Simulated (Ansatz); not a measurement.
# C2H3ClGe: small, medium and large basis sets

An exercise on one series of results from a longer session: the logs are not shown, and one member is left open.

Method: one geometry, several basis sets; program: Ansatz 0.2.0, Gaussian basis.

The runs, in order: PBE0-D4/def2-SVP; ωB97M-V/def2-SVP; PBE0-D4/def2-QZVPP; ωB97M-V/def2-QZVPP; the functionals' def2-TZVPP values are taken from earlier runs.

### Structure used throughout

All runs share one geometry, relaxed beforehand with PBE0-D4 in a triple-zeta def2 set.

SMILES `[Cl][GeH]1[CH]=[CH]1`, 7 atoms, charge 0, spin multiplicity 1.

Atoms are counted from 1 here; the program's logs count them from 0.

Bond lengths: Cl1–Ge2 2.151 Å, Ge2–C3 1.888 Å, Ge2–C4 1.888 Å, Ge2–H5 1.522 Å, C3–C4 1.333 Å, C3–H6 1.084 Å, C4–H7 1.084 Å. Angles: Cl1–Ge2–C3 119.7°, Cl1–Ge2–C4 119.7°, Cl1–Ge2–H5 108.6°, C3–Ge2–C4 41.3°, C3–Ge2–H5 126.5°, C4–Ge2–H5 126.5°, Ge2–C3–C4 69.3°, Ge2–C3–H6 154.3°, C4–C3–H6 136.3°, Ge2–C4–C3 69.3°, Ge2–C4–H7 154.3°, C3–C4–H7 136.3°.

Geometry (Å):

```mol
C2H3ClGe
  3D, bonds by distance, orders not assigned

  7  7  0  0  0  0  0  0  0  0999 V2000
   -1.8939   -1.8428   -0.4927 Cl  0  0
   -0.7233   -0.0404   -0.5767 Ge  0  0
    0.3236    0.4638    0.9117 C   0  0
    1.0862   -0.0758   -0.0385 C   0  0
   -1.3443    0.8932   -1.6053 H   0  0
    0.4768    0.8541    1.9116 H   0  0
    2.1362   -0.3200   -0.1559 H   0  0
  1  2  8  0
  2  3  8  0
  3  4  8  0
  2  5  8  0
  3  6  8  0
  4  7  8  0
  2  4  8  0
M  END
```

Set-up of the first run:

Input file in.yaml:

```yaml
crystal:
  periodic: [false, false, false]
  atoms:
    - {symbol: Cl, position_ang: [-1.893923, -1.842802, -0.492709]}
    - {symbol: Ge, position_ang: [-0.723322, -0.040389, -0.576697]}
    - {symbol: C, position_ang: [0.323577, 0.463757, 0.911677]}
    - {symbol: C, position_ang: [1.086246, -0.075841, -0.038536]}
    - {symbol: H, position_ang: [-1.344323, 0.893221, -1.605284]}
    - {symbol: H, position_ang: [0.476766, 0.854108, 1.911616]}
    - {symbol: H, position_ang: [2.136179, -0.319954, -0.155867]}
basis:
  gaussian: {orbitals: def2-SVP}
hamiltonian: {xc: pbe0, dispersion: d4}
output: {orbitals: {seedname: orbitals}}
```

Command:

```
$ ansatz run in.yaml --threads 2 --pin off --events-out ev --progress --plain --max-ram 4352MiB
```

Steps of the session up to this table: PBE0-D4 in def2-SVP; ωB97M-V in def2-SVP; PBE0-D4 in def2-QZVPP; ωB97M-V in def2-QZVPP.

One table of the session follows, with a row left open; its other results are not shown here.

It belongs to the step «Density functionals: the series». 

```
functional       basis  HOMO (eV)  LUMO (eV)
   PBE0-D4    def2-SVP          ?          ?
   PBE0-D4  def2-TZVPP      -7.26      -0.51
   PBE0-D4  def2-QZVPP      -7.28      -0.58
   ωB97M-V    def2-SVP      -9.29       2.00
   ωB97M-V  def2-TZVPP      -9.37       1.58
   ωB97M-V  def2-QZVPP      -9.39       1.37
```

Estimate the missing values for PBE0-D4, def2-SVP.

As computed: HOMO (eV): -7.21; LUMO (eV): -0.30. In the column «HOMO (eV)» it is the highest.
